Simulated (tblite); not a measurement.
# C12H24Cl8Si8: the cost of one run

Programs: tblite 0.8.0 and PySCF 2.14.0, with routines of our own; each step states its level. All values are computed. Atoms count from 0.

## 1. The system as given

52 atoms, charge 0, multiplicity 1; geometry from: force field, distance geometry or constructed start.

## 2. Optimising the geometry with GFN2-xTB

Job settings and geometry (Å):

```
{"job": {"kind": "relax", "xc": "GFN2-xTB", "basis": "xTB"}, "charge": 0, "multiplicity": 1}
Si     2.196900    -0.001800     1.548400
Si    -0.003200     2.194600     1.543100
Si    -2.186800    -0.002300     1.551000
Si    -0.000700    -2.187600     1.543800
Si     2.191000    -0.001200    -1.546600
Si    -0.003300     2.191500    -1.552600
Si    -2.191900     0.001700    -1.553300
Si     0.003400    -2.189300    -1.548500
C      1.575700     1.570900     2.224100
H      1.435200     1.437200     3.293800
H      2.325900     2.326800     2.031500
C     -1.575500     1.571000     2.224500
H     -1.441400     1.438700     3.297200
H     -2.325800     2.327400     2.030900
C      1.570800    -1.567900     2.224700
H      2.326100    -2.327400     2.039900
H      1.438400    -1.436100     3.293100
C     -1.574100    -1.576400     2.223500
H     -1.438600    -1.436200     3.294700
H     -2.325200    -2.327100     2.036300
C      3.143600     0.003800     0.001500
H      3.765000     0.891500    -0.000200
H      3.769300    -0.885400     0.006600
C     -0.004200     3.141600    -0.001500
H     -0.889500     3.768500     0.000900
H      0.883900     3.765000     0.002500
C      1.573700     1.575300    -2.225200
H      2.327400     2.328600    -2.032400
H      1.438600     1.438400    -3.294200
C     -3.144800     0.000400     0.003400
H     -3.762300    -0.889400    -0.001100
H     -3.767800     0.891300     0.000200
C     -1.574000     1.573100    -2.226400
H     -2.325900     2.326700    -2.029900
H     -1.436800     1.439800    -3.295500
C      0.000500    -3.143700    -0.002900
H      0.889200    -3.765800    -0.004100
H     -0.889100    -3.763400    -0.002600
C      1.574100    -1.576900    -2.224600
H      1.433200    -1.434600    -3.291000
H      2.327900    -2.330300    -2.029800
C     -1.567100    -1.578600    -2.220800
H     -2.323100    -2.327000    -2.037200
H     -1.435400    -1.438500    -3.294000
Cl     3.927500     0.001700     2.782200
Cl    -0.001900     3.932800     2.776400
Cl    -3.928800     0.000100     2.779200
Cl    -0.000300    -3.928600     2.782100
Cl     3.932800     0.000400    -2.779600
Cl     0.001900     3.931900    -2.777800
Cl    -3.932100    -0.007300    -2.776700
Cl     0.006600    -3.929900    -2.780100
```

On the command line:

```
$ OMP_NUM_THREADS=2 python large_run.py task.json out
```

The driver reads the jobs from task.json and runs them one after another.

**Question.** How long does this first job take on 2 threads of AMD EPYC 7R43, shared host, and how much memory does it need?

About 6 s, with a peak of 0.16 GiB.
